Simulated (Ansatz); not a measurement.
This Ansatz 0.2.0 run on BaZn needs a look.

File input.yaml:

```yaml
crystal:
  lattice:
    - [-2.00896718, 2.00896718, 3.23209233]
    - [2.00896718, -2.00896718, 3.23209233]
    - [2.00896718, 2.00896718, -3.23209233]
  atoms:
    - { symbol: Ba, position: [0.5, 0.5, 0.0] }
    - { symbol: Zn, position: [0.0, 0.0, 0.0] }
hamiltonian:
  xc: blyp
  pseudopotentials: { kind: paw_fr }
  dispersion: d3bj
magnetization:
  noncollinear: true
  spin_orbit: true
kpoints:
  mp_grid: { grid: [6, 6, 6] }
scf:
  occupations: { method: gaussian, width: 0.01 }
  max_iter: 3
output:
  forces: true
  stress: true
  eigenvalues: true
```

Potentials or basis: Ansatz PAW.

Launch:

```bash
$ ansatz run input.yaml --threads 1 --pin off --max-ram 2560MiB --backend cpu --events-out ev --progress --plain --runs-dir out
```

Output:

```text
Warning: RAYON_NUM_THREADS=1 ignored (pool sized by the plan → 1); use --threads N
[... 34 lines left out ...]
Error: did not converge after 3 iterations: onsite_residual = 3.96e-2 (threshold 1.00e-7), under the density mixer `msr1`, which `scf.mixing.algorithm: auto` chose by the deck's other keys (type `scf.mixing.algorithm: msr1` to keep it); raise `scf.max_iter`, which need not help a stalled SCF, or adjust the mixing (`scf.mixing`) or, under a smearing, its width (`scf.occupations.width`, in either direction: another width is another result); this SCF holds its density and magnetisation to the symmetry operations that it keeps, and cannot end on a state that breaks one of them: if the state sought breaks one, re-run with `crystal.symmetry.detect: false`, without `crystal.symmetry.time_reversal: true`, on a non-collinear deck whose state breaks time reversal, with `crystal.symmetry.time_reversal: false` beside it (there exact exchange or a DFT+U term alone can polarise the run; a magnetic state wants starting moments), where the deck allows it (that run may end on another state, and need not converge either); this run sums exchange and correlation on more points than the dense box has (`basis.xc_grid`), where a deck that converges on the dense box may not converge: try another level (where the key is left out runs that use forces, runs that use the stress, dielectric runs by a finite field, finite-displacement phonons, runs of phonons.displacement_patterns under a GGA or a meta-GGA, phonons by method: dfpt, dielectric runs by the response, runs on support functions, runs on PAW files under a meta-GGA or a hybrid on one, runs at kind: all_electron or under a hybrid on a GGA, runs under a text's formulas of a gradient, and runs on PAW files that evaluate rPW86 or Becke's exchange or LYP's correlation can take a finer level, which can go by the root key accuracy; a number is taken as typed), or, where it is served, `1`, the dense box, on which forces and the stress change with where the atoms sit on the grid; a lower level also moves a field's Born charges, by the response (dielectric, § Limitations, in the input reference) or by a finite field; under a meta-GGA, try another mixer (`scf.mixing.algorithm: anderson` or `broyden`); mind that the stability of the state on which such a run converges can go unchecked at the default of `scf.lower_state_search`; see `basis.xc_grid`, Limitations — the other mixer that `auto` picks from is left to try (`scf.mixing.algorithm: broyden`); it can need more iterations, either can converge an SCF that the other leaves open, and the two can end on different states; the input reference at `scf.mixing.algorithm` says more, and from which start to try it
```

Question: What happened, and what is wrong with the input?

Answer: The run did not converge. The input holds a flaw that was put in on purpose: too few SCF iterations.
